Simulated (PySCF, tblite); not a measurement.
# C₆H₄BF₂ radical: geometry, infrared bands and EPR parameters

What infrared bands and EPR parameters should C₆H₄BF₂ radical (`FB(F)c1c[c]ccc1`) show?

The runs use tblite 0.8.0 and PySCF 2.14.0, with density-fitted response routines of our own; the level of theory stands in each step. All values are computed, except where a source is named. Atoms are numbered from 0 throughout.

**1. The molecule as given**

13 atoms, charge 0, multiplicity 2; geometry from: force field or distance geometry start.

Bonds of the start (Å): F0–B1 1.45, B1–F2 1.46, B1–C3 1.57, C3–C4 1.40, C4–C5 1.40, C5–C6 1.39, C6–C7 1.40, C7–C8 1.40, C8–C3 1.41, C4–H9 1.08, C6–H10 1.09, C7–H11 1.09, C8–H12 1.07.

**2. Optimising the geometry with GFN2-xTB**

Job settings and geometry (Å):

```
{"job": {"kind": "relax", "xc": "GFN2-xTB", "basis": "xTB"}, "charge": 0, "multiplicity": 2}
F      3.141600     1.098000     0.098400
B      2.274200    -0.040500    -0.128500
F      2.887400    -1.325700    -0.431200
C      0.716300     0.103700    -0.022300
C      0.136200     1.336400     0.300600
C     -1.256900     1.460300     0.383400
C     -2.069700     0.352600     0.170400
C     -1.494600    -0.885000    -0.127400
C     -0.106000    -1.021800    -0.224800
H      0.747500     2.212600     0.466000
H     -3.147900     0.449100     0.245700
H     -2.139800    -1.753700    -0.294100
H      0.307400    -1.985600    -0.453900
```

Command:

```bash
OMP_NUM_THREADS=1 python probes_run.py task.json out
```

The driver reads the jobs from task.json and runs them one after another.

Standard output:

```text
step      E/eV     max force
  0    -695.01987    3.608
  1    -695.45789    2.421
  2    -695.61653    2.567
  3    -695.68195    0.858
  4    -695.70896    0.314
  5    -695.71582    0.153
  6    -695.71694    0.083
  7    -695.71805    0.077
  8    -695.71858    0.064
  9    -695.71886    0.032
 10    -695.71897    0.024
 11    -695.71904    0.030
 12    -695.71910    0.024
 13    -695.71914    0.018
 14    -695.71916    0.010
```

It took 0.07 s on 1 thread of Arm Neoverse V2, shared host.

The steps of the relaxation:

| step | energy from step 0 (eV) | largest force (eV/Å) |
| --- | --- | --- |
| 0 | 0.0000 | 3.6077 |
| 1 | -0.4380 | 2.4211 |
| 2 | -0.5967 | 2.5666 |
| 3 | -0.6621 | 0.8584 |
| 4 | -0.6891 | 0.3144 |
| 5 | -0.6960 | 0.1530 |
| 6 | -0.6971 | 0.0828 |
| 7 | -0.6982 | 0.0771 |
| 8 | -0.6987 | 0.0636 |
| 9 | -0.6990 | 0.0320 |
| 10 | -0.6991 | 0.0241 |
| 11 | -0.6992 | 0.0298 |
| 12 | -0.6992 | 0.0236 |
| 13 | -0.6993 | 0.0177 |
| 14 | -0.6993 | 0.0100 |

Distances of close pairs at the start and the end, largest changes first:

| bond | before (Å) | after (Å) | change (Å) |
| --- | --- | --- | --- |
| B1–F2 | 1.456 | 1.321 | -0.135 |
| F0–B1 | 1.449 | 1.320 | -0.129 |
| C4–C5 | 1.401 | 1.359 | -0.042 |
| C5–C6 | 1.390 | 1.365 | -0.026 |
| C7–C8 | 1.399 | 1.381 | -0.018 |
| B1–C3 | 1.568 | 1.551 | -0.017 |
| C7–H11 | 1.095 | 1.081 | -0.014 |
| C3–C4 | 1.400 | 1.412 | +0.011 |

The final coordinates are the input of the step that follows.

**3. Harmonic vibrations with GFN2-xTB**

Job settings and geometry (Å):

```
{"job": {"kind": "ir", "xc": "GFN2-xTB", "basis": "xTB"}, "charge": 0, "multiplicity": 2}
F      3.095842     0.969305     0.068009
B      2.266283    -0.040433    -0.118121
F      2.866311    -1.182696    -0.402020
C      0.724518     0.095394    -0.014113
C      0.134055     1.339926     0.294179
C     -1.221138     1.400832     0.370068
C     -2.068859     0.349913     0.172860
C     -1.495293    -0.885752    -0.129540
C     -0.121903    -0.998968    -0.219396
H      0.765653     2.198964     0.459848
H     -3.141089     0.454818     0.245156
H     -2.130309    -1.744902    -0.291111
H      0.321541    -1.955914    -0.453546
```

Standard output:

```text
mode    cm-1     km/mol
  1      56.8      0.18
  2     115.1      1.34
  3     127.1      1.07
  4     304.0      8.03
  5     306.6      2.19
  6     386.2     13.68
  7     394.3      0.72
  8     510.6     16.24
  9     550.4     65.67
 10     578.6      1.80
 11     632.9     40.93
 12     694.2      3.05
 13     752.5      7.08
 14     858.5      0.05
 15     885.0      0.01
 16     908.7      0.01
 17     936.4     12.26
 18    1085.5     18.46
 19    1089.9     11.22
 20    1106.7     20.55
 21    1164.7      2.90
 22    1219.0     30.55
 23    1261.7    304.24
 24    1269.4     25.96
 25    1289.3    542.14
 26    1397.5      6.55
 27    1433.2     94.82
 28    1488.0      0.13
 29    1600.2      5.94
 30    3066.7      8.58
 31    3077.0     19.75
 32    3084.2     25.65
 33    3085.6      0.69
```

Wall time 0.28 s (1 thread of Arm Neoverse V2, shared host).

Which atoms move in the most intense modes:

| cm⁻¹ | km/mol | atoms |
| --- | --- | --- |
| 550 | 65.7 | B1 53 %, C5 12 % |
| 633 | 40.9 | C3 32 %, H12 11 %, C7 11 % |
| 1219 | 30.6 | H9 40 %, H10 14 %, H11 12 % |
| 1262 | 304.2 | B1 67 %, F2 14 %, F0 10 % |
| 1269 | 26.0 | C3 31 %, H12 17 %, C7 15 % |
| 1289 | 542.1 | B1 52 %, C3 15 % |
| 1433 | 94.8 | C8 23 %, C3 21 %, C5 18 %, H12 10 % |
| 3084 | 25.6 | H9 41 %, H12 34 %, H11 10 % |

**4. g tensor and hyperfine couplings: B3LYP/pcH-1**

Settings changed since step 3:

```diff
@@ -1,2 +1,2 @@
-{"job": {"kind": "ir", "xc": "GFN2-xTB", "basis": "xTB"}, "charge": 0, "multiplicity": 2}
+{"job": {"kind": "epr", "basis": "pcH-1"}, "charge": 0, "multiplicity": 2}
 F      3.095842     0.969305     0.068009
```

Method: UKS B3LYP, pcH-1 on B C F H, non-relativistic, mean-field spin-orbit, GIAO.

Standard output:

```text
UKS, coarse grid
  cycle   1  E = -455.57764643  |g| = 5.00e-01
  cycle   2  E = -455.50852942  |g| = 7.28e-01
  cycle   3  E = -455.66302642  |g| = 5.20e-02
  cycle   4  E = -455.66368947  |g| = 3.96e-02
  cycle   5  E = -455.66443956  |g| = 1.28e-02
  cycle   6  E = -455.66452991  |g| = 4.49e-03
  cycle   7  E = -455.66454871  |g| = 1.49e-03
  cycle   8  E = -455.66455454  |g| = 9.35e-04
UKS, final grid
  cycle   1  E = -455.66454840  |g| = 1.09e-03
  cycle   2  E = -455.66454838  |g| = 1.54e-03
  cycle   3  E = -455.66454958  |g| = 2.62e-04
  cycle   4  E = -455.66454976  |g| = 2.93e-04
  cycle   5  E = -455.66454993  |g| = 6.40e-05
  cycle   6  E = -455.66454993  |g| = 1.91e-05
E = -455.66454993 Eh   <S^2> = 0.7567 (exact 0.7500)
g shifts (ppm)      1          2          3
  rmc          -165       -165       -165
  gc             30         11        -28
  oz_so        -651        -41       1008
  total        -786       -195        815
hyperfine (MHz)  atom isotope    a_iso     a_fc   dipolar eigenvalues
    0   19F       1.10       1.10     -1.40      0.48      0.92
    1   11B      10.37      10.37     -0.90     -0.83      1.73
    2   19F      10.79      10.79     -5.01     -3.36      8.38
    3   13C      40.86      40.86     -7.01     -3.34     10.35
    4   13C      14.25      14.25    -13.98     -2.20     16.18
    5   13C     401.05     401.05    -79.08    -62.85    141.92
    6   13C      14.92      14.92    -13.76     -2.40     16.16
    7   13C      45.06      45.06     -6.38     -2.38      8.77
    8   13C      -6.74      -6.74     -6.09      2.18      3.91
    9    1H      57.68      57.68     -6.89     -5.71     12.60
   10    1H      56.41      56.41     -6.89     -5.71     12.60
   11    1H      14.41      14.41     -3.15     -2.21      5.36
   12    1H       7.71       7.71     -1.60      0.30      1.30
```

It took 53 s on 1 thread of Arm Neoverse V2, shared host; peak memory 0.97 GiB.

Principal g values 2.00153, 2.00212, 2.00313; g(iso) = 2.00226, against 2.00232 for a free electron.

Hyperfine couplings; where a row names several nuclei, a(iso) is their mean (it holds for fast rotation or exchange) and the dipolar term the largest among them:

| nuclei | isotope | a(iso) (MHz) | a(iso) (G, at g = 2.0023) | largest dipolar term (MHz) |
| --- | --- | --- | --- | --- |
| C5 | 13C | 401.1 | 143.1 | 141.9 |
| H9 | 1H | 57.7 | 20.6 | 12.6 |
| H10 | 1H | 56.4 | 20.1 | 12.6 |
| C7 | 13C | 45.1 | 16.1 | 8.8 |
| C3 | 13C | 40.9 | 14.6 | 10.4 |
| C6 | 13C | 14.9 | 5.3 | 16.2 |
| H11 | 1H | 14.4 | 5.1 | 5.4 |
| C4 | 13C | 14.3 | 5.1 | 16.2 |
| B1 | 11B | 10.4 | 3.7 | 1.7 |
| H12 | 1H | 7.7 | 2.8 | -1.6 |
| C8 | 13C | -6.7 | -2.4 | -6.1 |
| F0, F2 | 19F | 5.9 | 2.1 | 8.4 |

Mulliken spin populations:

F0 0.00; B1 0.01; F2 0.00; C3 0.06; C4 -0.08; C5 1.00; C6 -0.07; C7 0.06; C8 -0.04; H9 0.02; H10 0.02; H11 0.01; H12 0.00

In first order the couplings over 0.8 MHz of 1H, 11B, 19F give 192 distinct lines over 64.0 G, if the averaged nuclei exchange fast; the same motion can average rows kept apart here too.

Orbitals, density, ELF and potential are computed afterwards from the orbital file.

ELF in a plane through or near 13 of the atoms.

Ten even steps from '0' (0.00) to '9' (1.00):
```
0000000000000000000000000000
0000000000000000000000000000
0000000000000000110000000000
0000000000575001465100000000
0000000004999504888400000000
0000000002999726998300000000
0000146520698277256113530000
0001478850043867557489992000
0003783661358843573599995000
0003687833834520254399993000
0000012274952864568522210000
0000025752557717573510000000
0000477475005636759996000000
0000378686019994279999300000
0000025663039994039998100000
0000001110029993005862000000
0000000000003530000000000000
0000000000000000000000000000
0000000000000000000000000000
0000000000000000000000000000
```
The map spans 11.5 Å across and 9.6 Å up, centred on the molecule. Atoms in the plane (x, y in Å): F0 (-3.2, 0.8), B1 (-2.3, -0.2), F2 (-2.8, -1.4), C3 (-0.7, 0.0), C4 (-0.2, 1.4), C5 (1.1, 1.5), C6 (2.0, 0.5), C7 (1.6, -0.8), C8 (0.2, -1.0), H9 (-0.9, 2.2), H10 (3.1, 0.7), H11 (2.2, -1.6), H12 (-0.2, -2.0).

On the surface of density 0.002 e/bohr³ the electrostatic potential runs, from the 1st to the 99th percentile, from -0.77 V near F2 to 1.50 V near B1.

The spin density lies nearest to C5 74 %.

**5. Outcome**

| quantity | value |
| --- | --- |
| strongest single infrared mode (GFN2-xTB) | 1289 cm⁻¹, 542 km/mol |
| zero-point energy (GFN2-xTB) | 52.5 kcal/mol |
| g(iso) (B3LYP) | 2.00226 |
| ⟨S²⟩ | 0.757 (exact 0.75) |
| largest a(iso) (averaged by class) | 13C on C5, 401.1 MHz |
| potential on the surface of density 0.002 e/bohr³, 1st and 99th percentile | -0.77 V and 1.50 V |

In words: The optimisation took 14 steps and gained 0.699 eV; among the close pairs (by a distance rule), B1–F2 changed most, from 1.456 to 1.321 Å. No mode is imaginary among the 33: a minimum at this level. The strongest single mode, at 1289 cm⁻¹, moves mainly B1. GFN2-xTB is a fitted tight-binding method: band positions and strengths are rough. Its intensities can rank the bands wrongly. Most of the unpaired spin sits on C5 (1.00 e). The isotropic g lies 0.1 ppt below the free-electron value. The conformer search found further structures of the same energy, which may be mirror or relabelled copies of this one.
